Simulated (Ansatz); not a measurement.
## CH5GeNO, SMILES O[CH]1[NH][GeH2]1: a rigid scan of one bond angle, step by step

Program: the Python package of Ansatz (0.2.0).

The cells in order, each with its output:

```python
import warnings

import ansatz as az
from ase import Atoms
```

```python
BASIS_SET = 'def2-SVP'
XC = 'hf'
FORCE_TOL = 0.02
```

```python
warnings.simplefilter('ignore', az.DeckWarning)
```

```python
atoms = Atoms(['O', 'C', 'N', 'Ge', 'H', 'H', 'H', 'H', 'H'], positions=[
    (-1.0798, 1.2812, 0.3899),
    (0.0918, 0.6652, 0.2438),
    (0.133, -0.452, 1.0912),
    (0.0395, -0.9513, -0.749),
    (-1.1901, 1.9107, -0.4323),
    (1.0209, 1.3012, 0.1978),
    (1.1962, -0.6189, 1.3497),
    (1.3182, -1.6233, -1.2161),
    (-1.4411, -1.5592, -0.8922),
])
```

```python
# start the scan from a relaxed geometry
first = (
    az.Crystal.molecule_from_ase(atoms).calculation()
    .basis(gaussian=BASIS_SET)
    .functional(XC)
    .relax(force_tolerance=FORCE_TOL, max_steps=80)
)
atoms.positions = first.run().report['positions_ang']
```

```python
rows = []
for angle in [90, 100, 110, 120, 135, 150, 165, 179]:
    bent = atoms.copy()
    bent.set_angle(1, 0, 4, angle, indices=[4])
    model = az.Crystal.molecule_from_ase(bent).calculation()
    model = model.basis(gaussian=BASIS_SET)
    model = model.functional(XC)
    rows.append((angle, model.run().report['free_energy_ev']))
floor = min(e for _, e in rows)
for angle, e in rows:
    print(f'angle C1-O0-H4 = {angle:3d} deg   {1000 * (e - floor):9.1f} meV')
```

    angle C1-O0-H4 =  90 deg       341.5 meV
    angle C1-O0-H4 = 100 deg        75.3 meV
    angle C1-O0-H4 = 110 deg         0.0 meV
    angle C1-O0-H4 = 120 deg        80.0 meV
    angle C1-O0-H4 = 135 deg       406.6 meV
    angle C1-O0-H4 = 150 deg       847.4 meV
    angle C1-O0-H4 = 165 deg      1228.5 meV
    angle C1-O0-H4 = 179 deg      1385.7 meV

The settings weren't tested for convergence. The scan is rigid, and the energies are electronic, in a modest basis. The zero is the lowest point of the grid, which needn't be the minimum. It ran for 52 s on 1 thread of Arm Neoverse V1 (shared host), peak memory 0.28 GiB.
